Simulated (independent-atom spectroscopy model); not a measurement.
**Angle-resolved XPS of Co on GaAs**

Aim: the ratio of the Co 2p3/2 peak of the film to the As 3p3/2 peak of the substrate as the sample is tilted.

The numbers are computed with independent-atom spectroscopy model (version 2): angle-resolved photoelectron peak ratio of a uniform film on a substrate: exponential attenuation with lengths from TPP-2M (nominal gaps) and the elastic albedo, Dirac-Hartree-Slater cross sections, magic-angle geometry.

## 1. Film and substrate

2.2 nm of Co (8.73 g/cm³) on GaAs (5.32 g/cm³).

## 2. Calculation

Given to the script:

```json
{
  "film": "Co",
  "film_density": 8.73,
  "base": "GaAs",
  "base_density": 5.32,
  "photon_energy": 1253.6,
  "film_peak": "Co 2p3/2",
  "base_peak": "As 3p3/2",
  "thickness": 2.2,
  "emission_angle": [0, 10, 20, 30, 40, 45, 50, 55]
}
```

Units: film_density in g/cm³, base_density in g/cm³, photon_energy in eV, thickness in nm, emission_angle in degrees.

Before running it: what results should come out? Wanted: ratio at normal emission; ratio at 55°.

The runs gave:

| quantity | value |
| --- | --- |
| ratio at normal emission | 33.0 |
| ratio at 55° | 116 |
| attenuation length of the substrate peak in the film | 1.33 nm |
| thickness over that length | 1.65 |

In words: The film is 1.7 attenuation lengths thick, so 19 % of the substrate's signal gets out at 0°. Tilting to 55° lengthens the path by 1/cos θ and raises the ratio 3.5-fold. Islands, roughness and grazing exit, where elastic scattering matters more, are outside the model.
